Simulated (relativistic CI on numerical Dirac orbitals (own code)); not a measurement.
**Ions with 43 electrons, Cs¹²⁺ to Ce¹⁵⁺: levels along an isoelectronic sequence**

Aim: follow the lowest levels of 43-electron ions as the nuclear charge grows, with one list of configurations.

Program: relativistic CI on numerical Dirac orbitals (own code) version 4. Level of theory: Dirac-Coulomb-Breit CI, KLI orbitals optimised for each configuration, model QED (radiative potential, 1s self-energy scaled to tabulated hydrogen-like ionisation energies), valence Slater integrals scaled by 0.9, P86 correlation energy added to each configuration. These are calculated values, not measurements, unless marked.

**1. The system**

- electrons: 43
- ions: Cs¹²⁺, Ba¹³⁺, La¹⁴⁺, Ce¹⁵⁺
- configurations: [Kr] 4d7; [Ar] 3d10 4s2 4p5 4d8; [Kr] 4d6 4f; [Kr] 4d6 5s; [Ar] 3d10 4s 4p6 4d8; [Kr] 4d5 5s2; [Kr] 4d6 5p

**2. Cs¹²⁺ (Z = 55)**

Input settings:

```ini
atom Cs  Z=55  charge=12  electrons=43
nucleus A=133  rms_radius_fm=4.8041
hamiltonian dirac-coulomb  breit=on  qed=on  c_scale=1
orbitals kli  potential=per-configuration
slater_scale 0.9
correlation p86
mixing on
configurations
  [Kr] 4d7
  [Ar] 3d10 4s2 4p5 4d8
  [Kr] 4d6 4f
  [Kr] 4d6 5s
  [Ar] 3d10 4s 4p6 4d8
  [Kr] 4d5 5s2
  [Kr] 4d6 5p
end
```

The run is started by

```bash
> python run_levels.py task.json out
```

One command runs all members of the session, one after another, from task.json.

**3. Ba¹³⁺ (Z = 56)**

Changes to the settings of step 2:

```diff
@@ -1,3 +1,3 @@
-atom Cs  Z=55  charge=12  electrons=43
-nucleus A=133  rms_radius_fm=4.8041
+atom Ba  Z=56  charge=13  electrons=43
+nucleus A=138  rms_radius_fm=4.8378
 hamiltonian dirac-coulomb  breit=on  qed=on  c_scale=1
```

**4. La¹⁴⁺ (Z = 57)**

Changes to the settings of step 3:

```diff
@@ -1,3 +1,3 @@
-atom Ba  Z=56  charge=13  electrons=43
-nucleus A=138  rms_radius_fm=4.8378
+atom La  Z=57  charge=14  electrons=43
+nucleus A=139  rms_radius_fm=4.8550
 hamiltonian dirac-coulomb  breit=on  qed=on  c_scale=1
```

**5. Ce¹⁵⁺ (Z = 58)**

Changes to the settings of step 4:

```diff
@@ -1,3 +1,3 @@
-atom La  Z=57  charge=14  electrons=43
-nucleus A=139  rms_radius_fm=4.8550
+atom Ce  Z=58  charge=15  electrons=43
+nucleus A=140  rms_radius_fm=4.8771
 hamiltonian dirac-coulomb  breit=on  qed=on  c_scale=1
```

(Steps that only read results are left out.)

Before running it: what results should come out? Wanted: lowest level, first ion; lowest level, last ion; changes of the lowest level; interval 4F7/2 to 4F9/2; mean jj purity of the low levels.

As calculated:

| quantity | value |
| --- | --- |
| lowest level, first ion | 4d7 4F9/2 |
| lowest level, last ion | 4d7 4F9/2 |
| changes of the lowest level | none |
| interval 4F7/2 to 4F9/2 | 15890 to 24170 cm⁻¹ |
| mean jj purity of the low levels | 76 to 84 % |

The lowest level stays 4d7 4F9/2 throughout. The fine-structure interval of 4d7 4F grows as about Z to the power 7.9 over this range, steeper than the fourth power of a bare nucleus, since the screened charge grows faster than Z. Only the listed configurations are in the model, so lower levels can be missing.
